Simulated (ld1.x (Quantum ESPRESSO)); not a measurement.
# Potentials for Cu that differ in a few settings

Aim: generate and test one potential in full, then change a few of its settings and see what happens to hardness, ghosts and transferability.

The numbers are computed with ld1.x (Quantum ESPRESSO) 7.5 (Wu–Cohen, scalar-relativistic, spin-unpolarised reference atom).

## Step 1: Starting point

Typed settings, in words:

| Quantity | Value |
| --- | --- |
| element | copper (Cu, Z = 29) |
| type | ultrasoft |
| frozen core | [Ne] |
| valence charge | 19 |
| reference configuration | 3s2 3p6 3d10 4s0.5 4p0.5 |
| partial waves | 3s (bound): rcut 0.95, rcutus 1.20 bohr; 4s (bound): rcut 0.95, rcutus 1.20 bohr; 3p (bound): rcut 1.05, rcutus 1.20 bohr; 4p (bound): rcut 1.05, rcutus 1.20 bohr; 3d (bound): rcut 0.80, rcutus 1.00 bohr; 3d channel at -0.22 Ry: rcut 0.80, rcutus 1.00 bohr |
| local potential | all-electron potential smoothed inside 0.75 bohr (lloc = -2) |
| core correction | Bessel-smoothed model core, default radius (core density twice the valence density) |
| augmentation charge | PSQ, inside the norm-conserving radii |

The nodes and maxima of the atom's own shells, from an earlier all-electron run, set the scale for the radii.

All-electron outer shells of the reference configuration (Wu–Cohen, scalar-relativistic, ld1.x):

| shell | level (eV) | outermost node (bohr) | outermost maximum (bohr) |
| --- | --- | --- | --- |
| 2s | -1063.08 | 0.07 | 0.20 |
| 2p | -918.09 | – | 0.16 |
| 3s | -115.62 | 0.29 | 0.61 |
| 3p | -73.21 | 0.26 | 0.62 |
| 3d | -6.21 | – | 0.60 |
| 4s | -5.41 | 0.89 | 2.21 |
| 4p | -1.17 | 0.97 | 3.39 |

## Step 2: Generation of the first potential

The input, Cu.in:

```
 &input
   title='Cu', zed=29., rel=1, dft='WC', iswitch=3,
   config='[Ar] 3d10 4s0.5 4p0.5',
   nld=3, rlderiv=1.30, eminld=-10.0, emaxld=5.0, deld=0.04
 /
 &inputp
   pseudotype=3, tm=.true., lloc=-2, rcloc=0.75,
   nlcc=.true., new_core_ps=.true.,
   which_augfun='PSQ', rmatch_augfun_nc=.true.,
   file_pseudopw='Cu.UPF', file_wfcaegen='ae.wfc', file_wfcncgen='nc.wfc', file_beta='beta', file_chi='chi', file_wfcusgen='us.wfc'
 /
6
3S  1  0   2.00   0.00  0.95  1.20  0.0
4S  2  0   0.50   0.00  0.95  1.20  0.0
3P  2  1   6.00   0.00  1.05  1.20  0.0
4P  3  1   0.50   0.00  1.05  1.20  0.0
3D  3  2  10.00   0.00  0.80  1.00  0.0
3D  3  2   0.00  -0.22  0.80  1.00  0.0
 &test
   configts(1)='3s2 3p6 3d10 4s0.5 4p0.5'
 /
```

Launch:

```console
ld1.x < Cu.in > Cu.out
```

Output in Cu.out (without the banner and most projector matrices):

```text
     Program LD1 v.7.5
     --------------------------- All-electron run ----------------------------

     Cu
     scalar relativistic calculation

     atomic number is 29.00
     dft =WC   lsd =0 sic =0 latt =0  beta=0.20 tr2=1.0E-14
     Exchange-correlation= WC
                           (   1   4  11   4   0   0   0)
     mesh =1199 r(mesh) = 100.25372 a.u. xmin = -7.00 dx = 0.01250
     1 Ry =  13.60569312 eV, c = 137.03599908

     n l     nl                  e(Ry)          e(Ha)          e(eV)
     1 0     1S 1( 2.00)      -650.4577      -325.2288     -8849.9276
     2 0     2S 1( 2.00)       -78.1351       -39.0676     -1063.0827
     2 1     2P 1( 6.00)       -67.4787       -33.7394      -918.0948
     3 0     3S 1( 2.00)        -8.4981        -4.2491      -115.6230
     3 1     3P 1( 6.00)        -5.3812        -2.6906       -73.2153
     3 2     3D 1(10.00)        -0.4565        -0.2283        -6.2115
     4 0     4S 1( 0.50)        -0.3975        -0.1987        -5.4079
     4 1     4P 1( 0.50)        -0.0859        -0.0429        -1.1686

     final scf error:  9.0E-15 reached in  23 iterations

     Etot =   -3308.655978 Ry,   -1654.327989 Ha,  -45016.557890 eV

     Ekin =    3357.837371 Ry,    1678.918686 Ha,   45685.704830 eV
     Encl =   -7965.904825 Ry,   -3982.952412 Ha, -108381.656493 eV
     Eh   =    1433.515064 Ry,     716.757532 Ha,   19503.966054 eV
     Exc  =    -134.103589 Ry,     -67.051795 Ha,   -1824.572281 eV

     normalization and overlap integrals

     s(1S/1S) =  1.000000  <r> =   0.0521  <r2> =    0.0037  r(max) =   0.0341
     s(2S/2S) =  1.000000  <r> =   0.2353  <r2> =    0.0653  r(max) =   0.1960
     s(2P/2P) =  1.000000  <r> =   0.2064  <r2> =    0.0523  r(max) =   0.1585
     s(3S/3S) =  1.000000  <r> =   0.7125  <r2> =    0.5874  r(max) =   0.6112
     s(3P/3P) =  1.000000  <r> =   0.7499  <r2> =    0.6662  r(max) =   0.6189
     s(3D/3D) =  1.000000  <r> =   1.0369  <r2> =    1.5245  r(max) =   0.6036
     s(4S/4S) =  1.000000  <r> =   2.8361  <r2> =    9.4836  r(max) =   2.2149
     s(4P/4P) =  1.000000  <r> =   4.8729  <r2> =   29.6557  r(max) =   3.3879

     ------------------------ End of All-electron run ------------------------

     --------------------- Generating US pseudopotential ---------------------

      Generating local potential from pseudized AE potential:
      Matching radius rcloc =   0.7500
      Enforcing V''(0)=0 (lloc=-2)

      Local pseudo, rcloc= 0.747 Estimated cut-off energy=    56.04 Ry

      Computing core charge for nlcc:

       r > 0.33 : true rho core
      Core charge pseudized with two Bessel functions
      Integrated core pseudo-charge :   7.52
      Wfc-us  3S rcutus= 1.200  Estimated cut-off energy=    37.63 Ry
      Wfc-us  4S rcutus= 1.200  Estimated cut-off energy=    76.87 Ry
      Wfc-us  3P rcutus= 1.200  Estimated cut-off energy=    58.09 Ry
      Wfc-us  4P rcutus= 1.200  Estimated cut-off energy=   107.17 Ry
      Wfc-us  3D rcutus= 1.008  Estimated cut-off energy=   112.39 Ry
      Wfc-us  3D rcutus= 1.008  Estimated cut-off energy=   113.41 Ry

     Q pseudized with Bessel functions
     Expected ecutrho=     647.7328 due to l1=  2   l2=  2

     ------------------- End of pseudopotential generation -------------------

     [... the all-electron block is printed once more ...]


     Computing logarithmic derivative in   1.30209
     Computing logarithmic derivative in   1.30209
     Computing the partial wave expansion
     R is outside the sphere for l=    0 j= 0.00
     R is outside the sphere for l=    0 j= 0.00
     R is outside the sphere for l=    1 j= 0.00
     R is outside the sphere for l=    1 j= 0.00
     R is outside the sphere for l=    2 j= 0.00
     R is outside the sphere for l=    2 j= 0.00

     ---------------------- Testing the pseudopotential ----------------------

     Cu
     scalar relativistic calculation

     atomic number is 29.00   valence charge is 19.00
     dft =WC   lsd =0 sic =0 latt =0  beta=0.20 tr2=1.0E-14
     mesh =1199 r(mesh) = 100.25372 xmin = -7.00 dx = 0.01250

     n l     nl             e AE (Ry)        e PS (Ry)    De AE-PS (Ry)
     1 0     3S   1( 2.00)       -8.49813       -8.49811       -0.00002
     2 1     3P   1( 6.00)       -5.38122       -5.38121       -0.00002
     3 2     3D   1(10.00)       -0.45654       -0.45653       -0.00000
     2 0     4S   1( 0.50)       -0.39747       -0.39746       -0.00001
     3 1     4P   1( 0.50)       -0.08589       -0.08588       -0.00000

     eps = 8.4E-15  iter =  9

     Etot =   -3308.655978 Ry,   -1654.327989 Ha,  -45016.557890 eV
     Etotps =  -465.864344 Ry,    -232.932172 Ha,   -6338.407299 eV

     Ekin =     139.817704 Ry,      69.908852 Ha,    1902.316770 eV
     Encl =    -983.210472 Ry,    -491.605236 Ha,  -13377.259954 eV
     Ehrt =     376.929984 Ry,     188.464992 Ha,    5128.393698 eV
     Ecxc =     -93.791519 Ry,     -46.895760 Ha,   -1276.098628 eV
     (Ecc =     -44.711683 Ry,     -22.355842 Ha,    -608.333441 eV)
     Epseu=      94.389959 Ry,      47.194979 Ha,    1284.240815 eV

     ---------------------- End of pseudopotential test ----------------------
```

Wall time 3 s (1 thread, shared host). This counts the later configuration tests of the new file too.

All-electron and pseudo partial waves u(r) = r·R(r), from the program's wave files:

| r (bohr) | 3d AE | 3d PS |
| --- | --- | --- |
| 0.060 | 0.0314 | 0.0023 |
| 0.120 | 0.1521 | 0.0176 |
| 0.180 | 0.3252 | 0.0564 |
| 0.240 | 0.5045 | 0.1244 |
| 0.300 | 0.6621 | 0.2213 |
| 0.360 | 0.7863 | 0.3413 |
| 0.420 | 0.8758 | 0.4735 |
| 0.480 | 0.9334 | 0.6049 |
| 0.540 | 0.9641 | 0.7223 |
| 0.600 | 0.9733 | 0.8151 |
| 0.660 | 0.9668 | 0.8771 |
| 0.720 | 0.9488 | 0.9070 |
| 0.780 | 0.9230 | 0.9089 |
| 0.840 | 0.8923 | 0.8900 |
| 0.900 | 0.8586 | 0.8591 |
| 0.960 | 0.8234 | 0.8236 |
| 1.020 | 0.7878 | 0.7878 |
| 1.080 | 0.7523 | 0.7523 |
| 1.140 | 0.7175 | 0.7175 |
| 1.200 | 0.6838 | 0.6838 |
| 1.260 | 0.6513 | 0.6513 |
| 1.320 | 0.6200 | 0.6200 |
| 1.380 | 0.5902 | 0.5902 |
| 1.440 | 0.5618 | 0.5618 |
| 1.500 | 0.5347 | 0.5347 |
| 1.560 | 0.5090 | 0.5090 |

## Step 3: Testing the new file in other configurations

The input, Cu.test.in:

```
 &input
   title='Cu', zed=29., rel=1, dft='WC', iswitch=2,
   config='[Ar] 3d10 4s0.5 4p0.5'
 /
 &test
   file_pseudo='Cu.UPF', nconf=8,
   configts(1)='3s2 3p6 3d10 4s0.5 4p0.5',
   configts(2)='3s2 3p6 3d10 4s1 4p0',
   configts(3)='3s2 3p6 3d10 4s0 4p0',
   configts(4)='3s2 3p6 3d9 4s0 4p0',
   configts(5)='3s2 3p6 3d8 4s0 4p0',
   configts(6)='3s2 3p6 3d9 4s1 4p0',
   configts(7)='3s2 3p6 3d9 4s2 4p0',
   configts(8)='3s2 3p6 3d10 4s0 4p1'
 /
```

Launch:

```console
ld1.x < Cu.test.in > Cu.test.out
```

Cu.test.out, the pseudopotential blocks:

```text
     ---------------------- Testing the pseudopotential ----------------------

     Cu
     scalar relativistic calculation

     atomic number is 29.00   valence charge is 19.00
     dft =WC   lsd =0 sic =0 latt =0  beta=0.20 tr2=1.0E-14
     mesh =1199 r(mesh) = 100.25372 xmin = -7.00 dx = 0.01250

     n l     nl             e AE (Ry)        e PS (Ry)    De AE-PS (Ry)
     1 0     3S   1( 2.00)       -8.49813       -8.49811       -0.00002
     2 1     3P   1( 6.00)       -5.38122       -5.38121       -0.00002
     3 2     3D   1(10.00)       -0.45654       -0.45653       -0.00000
     2 0     4S   1( 0.50)       -0.39747       -0.39746       -0.00001
     3 1     4P   1( 0.50)       -0.08589       -0.08588       -0.00000

     eps = 8.4E-15  iter =  9

     Etot =   -3308.655978 Ry,   -1654.327989 Ha,  -45016.557890 eV
     Etotps =  -465.864344 Ry,    -232.932172 Ha,   -6338.407299 eV

     Ekin =     139.817704 Ry,      69.908852 Ha,    1902.316770 eV
     Encl =    -983.210472 Ry,    -491.605236 Ha,  -13377.259954 eV
     Ehrt =     376.929984 Ry,     188.464992 Ha,    5128.393698 eV
     Ecxc =     -93.791519 Ry,     -46.895760 Ha,   -1276.098628 eV
     (Ecc =     -44.711683 Ry,     -22.355842 Ha,    -608.333441 eV)
     Epseu=      94.389959 Ry,      47.194979 Ha,    1284.240815 eV

     ---------------------- End of pseudopotential test ----------------------

     ---------------------- Testing the pseudopotential ----------------------

     Cu
     scalar relativistic calculation

     atomic number is 29.00   valence charge is 19.00
     dft =WC   lsd =0 sic =0 latt =0  beta=0.20 tr2=1.0E-14
     mesh =1199 r(mesh) = 100.25372 xmin = -7.00 dx = 0.01250

     n l     nl             e AE (Ry)        e PS (Ry)    De AE-PS (Ry)
     1 0     3S   1( 2.00)       -8.41353       -8.41377        0.00024
     2 1     3P   1( 6.00)       -5.29592       -5.29702        0.00110
     3 2     3D   1(10.00)       -0.37220       -0.37221        0.00001
     2 0     4S   1( 1.00)       -0.33848       -0.33852        0.00004
     3 1     4P   1( 0.00)       -0.04500       -0.04504        0.00004

     eps = 6.5E-15  iter = 11

     Etot =   -3308.807024 Ry,   -1654.403512 Ha,  -45018.612978 eV
     Etotps =  -466.015414 Ry,    -233.007707 Ha,   -6340.462712 eV
     dEtot_ae =      -0.151046 Ry
     dEtot_ps =      -0.151070 Ry,   Delta E=       0.000024 Ry

     Ekin =     140.049861 Ry,      70.024930 Ha,    1905.475429 eV
     Encl =    -984.696863 Ry,    -492.348431 Ha,  -13397.483333 eV
     Ehrt =     378.522550 Ry,     189.261275 Ha,    5150.061652 eV
     Ecxc =     -93.855731 Ry,     -46.927866 Ha,   -1276.972279 eV
     (Ecc =     -44.711683 Ry,     -22.355842 Ha,    -608.333441 eV)
     Epseu=      93.964770 Ry,      46.982385 Ha,    1278.455818 eV

     ---------------------- End of pseudopotential test ----------------------

     ---------------------- Testing the pseudopotential ----------------------

     Cu
     scalar relativistic calculation

     atomic number is 29.00   valence charge is 19.00
     dft =WC   lsd =0 sic =0 latt =0  beta=0.20 tr2=1.0E-14
     mesh =1199 r(mesh) = 100.25372 xmin = -7.00 dx = 0.01250

     n l     nl             e AE (Ry)        e PS (Ry)    De AE-PS (Ry)
     1 0     3S   1( 2.00)       -9.04484       -9.04467       -0.00017
     2 1     3P   1( 6.00)       -5.92985       -5.92391       -0.00594  !
     3 2     3D   1(10.00)       -1.00383       -1.00387        0.00004
     2 0     4S   1( 0.00)       -0.86454       -0.86450       -0.00004
     3 1     4P   1( 0.00)       -0.46954       -0.46962        0.00008

     eps = 7.3E-15  iter = 15

     Etot =   -3308.212275 Ry,   -1654.106137 Ha,  -45010.520997 eV
     Etotps =  -465.420576 Ry,    -232.710288 Ha,   -6332.369531 eV
     dEtot_ae =       0.443703 Ry
     dEtot_ps =       0.443768 Ry,   Delta E=      -0.000064 Ry

     Ekin =     139.085058 Ry,      69.542529 Ha,    1892.348612 eV
     Encl =    -973.123033 Ry,    -486.561516 Ha,  -13240.013352 eV
     Ehrt =     366.828436 Ry,     183.414218 Ha,    4990.955134 eV
     Ecxc =     -93.569676 Ry,     -46.784838 Ha,   -1273.080291 eV
     (Ecc =     -44.711683 Ry,     -22.355842 Ha,    -608.333441 eV)
     Epseu=      95.358638 Ry,      47.679319 Ha,    1297.420366 eV

     ---------------------- End of pseudopotential test ----------------------

     ---------------------- Testing the pseudopotential ----------------------

     Cu
     scalar relativistic calculation

     atomic number is 29.00   valence charge is 19.00
     dft =WC   lsd =0 sic =0 latt =0  beta=0.20 tr2=1.0E-14
     mesh =1199 r(mesh) = 100.25372 xmin = -7.00 dx = 0.01250

     n l     nl             e AE (Ry)        e PS (Ry)    De AE-PS (Ry)
     1 0     3S   1( 2.00)      -10.29278      -10.29275       -0.00003
     2 1     3P   1( 6.00)       -7.16778       -7.16857        0.00079
     3 2     3D   1( 9.00)       -2.17835       -2.17786       -0.00049
     2 0     4S   1( 0.00)       -1.62841       -1.62839       -0.00001
     3 1     4P   1( 0.00)       -1.11319       -1.11336        0.00017

     eps = 6.9E-15  iter = 12

     Etot =   -3306.643956 Ry,   -1653.321978 Ha,  -44989.182935 eV
     Etotps =  -463.852392 Ry,    -231.926196 Ha,   -6311.033295 eV
     dEtot_ae =       2.012022 Ry
     dEtot_ps =       2.011952 Ry,   Delta E=       0.000070 Ry

     Ekin =     136.985554 Ry,      68.492777 Ha,    1863.783413 eV
     Encl =    -948.677824 Ry,    -474.338912 Ha,  -12907.419351 eV
     Ehrt =     345.404736 Ry,     172.702368 Ha,    4699.470837 eV
     Ecxc =     -92.552180 Ry,     -46.276090 Ha,   -1259.236565 eV
     (Ecc =     -44.711683 Ry,     -22.355842 Ha,    -608.333441 eV)
     Epseu=      94.987323 Ry,      47.493662 Ha,    1292.368371 eV

     ---------------------- End of pseudopotential test ----------------------

     ---------------------- Testing the pseudopotential ----------------------

     Cu
     scalar relativistic calculation

     atomic number is 29.00   valence charge is 19.00
     dft =WC   lsd =0 sic =0 latt =0  beta=0.20 tr2=1.0E-14
     mesh =1199 r(mesh) = 100.25372 xmin = -7.00 dx = 0.01250

     n l     nl             e AE (Ry)        e PS (Ry)    De AE-PS (Ry)
     1 0     3S   1( 2.00)      -11.79299      -11.79405        0.00105
     2 1     3P   1( 6.00)       -8.65218       -8.68122        0.02904  !
     3 2     3D   1( 8.00)       -3.59613       -3.59594       -0.00019
     2 0     4S   1( 0.00)       -2.52010       -2.52029        0.00019
     3 1     4P   1( 0.00)       -1.89815       -1.89736       -0.00080

     eps = 7.3E-15  iter = 12

     Etot =   -3303.775111 Ry,   -1651.887555 Ha,  -44950.150302 eV
     Etotps =  -460.983990 Ry,    -230.491995 Ha,   -6272.006700 eV
     dEtot_ae =       4.880868 Ry
     dEtot_ps =       4.880354 Ry,   Delta E=       0.000514 Ry

     Ekin =     133.788203 Ry,      66.894101 Ha,    1820.281227 eV
     Encl =    -918.432436 Ry,    -459.216218 Ha,  -12495.909879 eV
     Ehrt =     320.865962 Ry,     160.432981 Ha,    4365.603808 eV
     Ecxc =     -91.204856 Ry,     -45.602428 Ha,   -1240.905284 eV
     (Ecc =     -44.711683 Ry,     -22.355842 Ha,    -608.333441 eV)
     Epseu=      93.999138 Ry,      46.999569 Ha,    1278.923430 eV

     ---------------------- End of pseudopotential test ----------------------

     ---------------------- Testing the pseudopotential ----------------------

     Cu
     scalar relativistic calculation

     atomic number is 29.00   valence charge is 19.00
     dft =WC   lsd =0 sic =0 latt =0  beta=0.20 tr2=1.0E-14
     mesh =1199 r(mesh) = 100.25372 xmin = -7.00 dx = 0.01250

     n l     nl             e AE (Ry)        e PS (Ry)    De AE-PS (Ry)
     1 0     3S   1( 2.00)       -9.49513       -9.49563        0.00049
     2 1     3P   1( 6.00)       -6.36919       -6.37616        0.00697  !
     3 2     3D   1( 9.00)       -1.39042       -1.38990       -0.00053
     2 0     4S   1( 1.00)       -0.99942       -0.99947        0.00005
     3 1     4P   1( 0.00)       -0.55880       -0.55879       -0.00002

     eps = 5.6E-15  iter = 15

     Etot =   -3307.952587 Ry,   -1653.976294 Ha,  -45006.987769 eV
     Etotps =  -465.161201 Ry,    -232.580600 Ha,   -6328.840549 eV
     dEtot_ae =       0.703391 Ry
     dEtot_ps =       0.703143 Ry,   Delta E=       0.000248 Ry

     Ekin =     139.065315 Ry,      69.532657 Ha,    1892.079998 eV
     Encl =    -963.478340 Ry,    -481.739170 Ha,  -13108.790625 eV
     Ehrt =     359.290026 Ry,     179.645013 Ha,    4888.389835 eV
     Ecxc =     -92.961686 Ry,     -46.480843 Ha,   -1264.808177 eV
     (Ecc =     -44.711683 Ry,     -22.355842 Ha,    -608.333441 eV)
     Epseu=      92.923485 Ry,      46.461742 Ha,    1264.288420 eV

     ---------------------- End of pseudopotential test ----------------------

     ---------------------- Testing the pseudopotential ----------------------

     Cu
     scalar relativistic calculation

     atomic number is 29.00   valence charge is 19.00
     dft =WC   lsd =0 sic =0 latt =0  beta=0.20 tr2=1.0E-14
     mesh =1199 r(mesh) = 100.25372 xmin = -7.00 dx = 0.01250

     n l     nl             e AE (Ry)        e PS (Ry)    De AE-PS (Ry)
     1 0     3S   1( 2.00)       -8.80302       -8.80381        0.00079
     2 1     3P   1( 6.00)       -5.67597       -5.68735        0.01138  !
     3 2     3D   1( 9.00)       -0.70214       -0.70156       -0.00058
     2 0     4S   1( 2.00)       -0.42996       -0.43000        0.00005
     3 1     4P   1( 0.00)       -0.08230       -0.08223       -0.00007

     eps = 6.9E-15  iter = 13

     Etot =   -3308.661258 Ry,   -1654.330629 Ha,  -45016.629725 eV
     Etotps =  -465.870017 Ry,    -232.935008 Ha,   -6338.484483 eV
     dEtot_ae =      -0.005280 Ry
     dEtot_ps =      -0.005673 Ry,   Delta E=       0.000393 Ry

     Ekin =     140.145286 Ry,      70.072643 Ha,    1906.773761 eV
     Encl =    -976.373146 Ry,    -488.186573 Ha,  -13284.233399 eV
     Ehrt =     371.983680 Ry,     185.991840 Ha,    5061.095796 eV
     Ecxc =     -93.364248 Ry,     -46.682124 Ha,   -1270.285304 eV
     (Ecc =     -44.711683 Ry,     -22.355842 Ha,    -608.333441 eV)
     Epseu=      91.738411 Ry,      45.869205 Ha,    1248.164663 eV

     ---------------------- End of pseudopotential test ----------------------

     ---------------------- Testing the pseudopotential ----------------------

     Cu
     scalar relativistic calculation

     atomic number is 29.00   valence charge is 19.00
     dft =WC   lsd =0 sic =0 latt =0  beta=0.20 tr2=1.0E-14
     mesh =1199 r(mesh) = 100.25372 xmin = -7.00 dx = 0.01250

     n l     nl             e AE (Ry)        e PS (Ry)    De AE-PS (Ry)
     1 0     3S   1( 2.00)       -8.57068       -8.57039       -0.00029
     2 1     3P   1( 6.00)       -5.45442       -5.45359       -0.00083
     3 2     3D   1(10.00)       -0.52829       -0.52830        0.00001
     2 0     4S   1( 0.00)       -0.44448       -0.44444       -0.00004
     3 1     4P   1( 1.00)       -0.12188       -0.12186       -0.00002

     eps = 9.1E-15  iter =  9

     Etot =   -3308.497212 Ry,   -1654.248606 Ha,  -45014.397764 eV
     Etotps =  -465.705564 Ry,    -232.852782 Ha,   -6336.246994 eV
     dEtot_ae =       0.158766 Ry
     dEtot_ps =       0.158779 Ry,   Delta E=      -0.000013 Ry

     Ekin =     139.574277 Ry,      69.787138 Ha,    1899.004779 eV
     Encl =    -981.952293 Ry,    -490.976147 Ha,  -13360.141560 eV
     Ehrt =     375.580419 Ry,     187.790209 Ha,    5110.031923 eV
     Ecxc =     -93.740206 Ry,     -46.870103 Ha,   -1275.400480 eV
     (Ecc =     -44.711683 Ry,     -22.355842 Ha,    -608.333441 eV)
     Epseu=      94.832239 Ry,      47.416120 Ha,    1290.258344 eV

     ---------------------- End of pseudopotential test ----------------------
```

The tests as a table, with energies relative to 3s2 3p6 3d10 4s0.5 4p0.5.

```tsv
valence configuration	charge	ΔE all-electron (eV)	error AE − PS (meV)
3s2 3p6 3d10 4s1 4p0	0	-2.055	+0.3
3s2 3p6 3d10 4s0 4p0	+1	6.037	-0.9
3s2 3p6 3d9 4s0 4p0	+2	27.375	+1.0
3s2 3p6 3d8 4s0 4p0	+3	66.408	+7.0
3s2 3p6 3d9 4s1 4p0	+1	9.570	+3.4
3s2 3p6 3d9 4s2 4p0	0	-0.072	+5.3
3s2 3p6 3d10 4s0 4p1	0	2.160	-0.2
```

(Part 1 of 2 ends here.)
